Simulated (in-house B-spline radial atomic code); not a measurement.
**Yb¹⁷⁺: excited configurations**

Aim: the energies of several excited configurations of Yb¹⁷⁺ above a reference configuration, each from its own self-consistent run.

Method: Dirac-Hartree-Fock, average of configuration, Fermi nucleus, basis-set limit. Code: in-house B-spline radial atomic code version 1.

## Step 1: Starting point

* element: ytterbium (Z = 70)
* charge: +17
* electrons: 53
* configuration: [Kr] 4d10 4f7
* Hamiltonian: Dirac-Coulomb
* nucleus: Fermi, rms radius 5.311 fm

Outer shells as boxes (Hund's rule):

[Kr] 4d10 4f7
```
[Kr] core
4d [↑↓][↑↓][↑↓][↑↓][↑↓]
4f [↑ ][↑ ][↑ ][↑ ][↑ ][↑ ][↑ ]
```

The boxes draw the filling by Hund's rule, which heavy ions in jj coupling don't follow; these runs average over all states of the configuration.

Settings, as recorded:

```ini
Z = 70
electrons = 53.0
configuration = [Kr] 4d10 4f7
hamiltonian = dirac
method = hf
spin_polarised = False
nucleus = fermi
rms_radius = 5.3108
mass_number = 174
atomic_mass = 173.938867545
speed_of_light = 137.035999084
```

This reference run was done before. Its total energy is -13966.307651 hartree, and its levels are (the highest eight at most):

```tsv
orbital	occupation	energy (eV)	<r> (bohr)
3d5/2	6	-1983.98	0.1975
4s1/2	2	-912.47	0.4797
4p1/2	2	-818.84	0.4852
4p3/2	4	-764.11	0.5118
4d3/2	4	-607.87	0.5242
4d5/2	6	-597.36	0.5332
4f5/2	3	-410.29	0.5521
4f7/2	4	-408.32	0.5563
```

## Step 2: Run with [Kr] 4d10 4f6 6d1

Settings, as recorded:

```ini
Z = 70
electrons = 53.0
configuration = [Kr] 4d10 4f6 6d1
hamiltonian = dirac
method = hf
spin_polarised = False
nucleus = fermi
rms_radius = 5.3108
mass_number = 174
atomic_mass = 173.938867545
speed_of_light = 137.035999084
```

## Step 3: Configuration [Kr] 4d10 4f6 5p1

Settings: those of step 2 with these lines changed.

```diff
@@ -2,3 +2,3 @@
 electrons = 53.0
-configuration = [Kr] 4d10 4f6 6d1
+configuration = [Kr] 4d10 4f6 5p1
 hamiltonian = dirac
```

## Step 4: Configuration [Kr] 4d9 4f7 6g1

Settings: those of step 3 with these lines changed.

```diff
@@ -2,3 +2,3 @@
 electrons = 53.0
-configuration = [Kr] 4d10 4f6 5p1
+configuration = [Kr] 4d9 4f7 6g1
 hamiltonian = dirac
```

## Step 5: [Kr] 4d9 4f8

Settings: those of step 4 with these lines changed.

```diff
@@ -2,3 +2,3 @@
 electrons = 53.0
-configuration = [Kr] 4d9 4f7 6g1
+configuration = [Kr] 4d9 4f8
 hamiltonian = dirac
```

## Step 6: Configuration [Kr] 4d10 4f6 5g1

Settings: those of step 5 with these lines changed.

```diff
@@ -2,3 +2,3 @@
 electrons = 53.0
-configuration = [Kr] 4d9 4f8
+configuration = [Kr] 4d10 4f6 5g1
 hamiltonian = dirac
```

How far above the reference does each configuration lie (order and size, in eV)?

**Answer**, as computed:

| net move | configuration | energy above the reference (eV) | with Breit, QED, recoil (eV) | largest <r> (bohr) |
| --- | --- | --- | --- | --- |
| 4f → 5p | [Kr] 4d10 4f6 5p1 | 57.803 | 58.188 | 1.05 |
| 4d → 4f | [Kr] 4d9 4f8 | 192.62 | 192.24 | 0.556 |
| 4f → 5g | [Kr] 4d10 4f6 5g1 | 225.67 | 225.76 | 1.44 |
| 4f → 6d | [Kr] 4d10 4f6 6d1 | 226.03 | 226.16 | 1.91 |
| 4d → 6g | [Kr] 4d9 4f7 6g1 | 472.34 | 472.03 | 2.32 |

Quantum defects of the promoted electron, δ = n − ζ/√(−2ε) with ζ = 18 and ε its orbital energy in hartree:

| promotion | δ |
| --- | --- |
| 4f → 5p | 1.445 |
| 4f → 5g | 0.061 |
| 4f → 6d | 1.056 |
| 4d → 6g | 0.090 |

What this shows: The lowest of them is 4f → 5p at 57.803 eV and the highest 4d → 6g at 472.34 eV. 1 of them lies more than 2 % above the ionisation threshold that Koopmans' theorem gives (408.32 eV), where such states can decay by emitting an electron. Of those tabulated, the defect is largest for 5p (1.44) and least for 5g (0.06); at this charge much of the defect is relativistic. These are averages over configurations, without correlation, not spectroscopic levels.
